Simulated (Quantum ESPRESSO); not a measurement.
Input of a Quantum ESPRESSO 7.5 run:

File pw.in:

```
&CONTROL
  calculation = 'scf'
  prefix = 'pwscf'
  outdir = './tmp'
  pseudo_dir = './pseudo'
  tprnfor = .true.
  tstress = .true.
  disk_io = 'low'
/
&SYSTEM
  ibrav = 0
  nat = 3
  ntyp = 2
  ecutwfc = 56
  ecutrho = 448
  nbnd = 28
  occupations = 'smearing'
  smearing = 'mv'
  degauss = 0.01469973
/
&ELECTRONS
  conv_thr = 6d-10
  electron_maxstep = 120
  mixing_beta = 0.3
/
ATOMIC_SPECIES
W    183.8400 w_lda_v1.2.uspp.F.UPF
Te   127.6000 te_lda_v1.uspp.F.UPF
CELL_PARAMETERS bohr
   0.0000000000    5.9035800024    5.9035800024
   5.9035800024    0.0000000000    5.9035800024
   5.9035800024    5.9035800024    0.0000000000
ATOMIC_POSITIONS bohr
W      2.9517900012    2.9517900012    2.9517900012
W      8.8553700036    8.8553700036    8.8553700036
Te     0.0000000000    0.0000000000    0.0000000000
K_POINTS automatic
6 6 6 0 0 0
HUBBARD {atomic}
U W-5d 2.0
```

Contents of scf2.in:

```
&CONTROL
  calculation = 'scf'
  prefix = 'pwscf'
  outdir = './tmp'
  pseudo_dir = './pseudo'
  tprnfor = .true.
  tstress = .true.
  disk_io = 'low'
/
&SYSTEM
  ibrav = 0
  nat = 3
  ntyp = 2
  ecutwfc = 56
  ecutrho = 448
  nbnd = 28
  occupations = 'smearing'
  smearing = 'mv'
  degauss = 0.01469973
/
&ELECTRONS
  conv_thr = 1d-13
  electron_maxstep = 120
  mixing_beta = 0.3
  startingpot = 'file'
  startingwfc = 'file'
/
ATOMIC_SPECIES
W    183.8400 w_lda_v1.2.uspp.F.UPF
Te   127.6000 te_lda_v1.uspp.F.UPF
CELL_PARAMETERS bohr
   0.0000000000    5.9035800024    5.9035800024
   5.9035800024    0.0000000000    5.9035800024
   5.9035800024    5.9035800024    0.0000000000
ATOMIC_POSITIONS bohr
W      2.9517900012    2.9517900012    2.9517900012
W      8.8553700036    8.8553700036    8.8553700036
Te     0.0000000000    0.0000000000    0.0000000000
K_POINTS automatic
6 6 6 0 0 0
HUBBARD {atomic}
U W-5d 2.0
```

Contents of hp.in:

```
&INPUTHP
  prefix = 'pwscf'
  outdir = './tmp'
  nq1 = 3
  nq2 = 3
  nq3 = 3
  conv_thr_chi = 1d-06
  niter_max = 80
  iverbosity = 1
  alpha_mix(1) = 0.15
/
```

Potentials or basis: GBRV 1.5 LDA.

Launch:

```console
$ OMP_NUM_THREADS=1 mpirun -n 4 pw.x -nk 4 -in pw.in > pw.out
$ OMP_NUM_THREADS=1 mpirun -n 4 pw.x -nk 4 -in scf2.in > scf2.out
$ OMP_NUM_THREADS=1 mpirun -n 4 hp.x -nk 4 -in hp.in > hp.out
```

(1) Predict the Hubbard U from linear response.

(2) What does it give for the pressure?

(3) What does it give for the band gap on the k mesh?

Results:

(1) 3.15, 3.15 eV.

(2) -9.9 GPa.

(3) none (metal or under the smearing width).

Caveat: U without spin polarisation on a metal has little footing; the U is typed as a test and isn't derived for this compound.
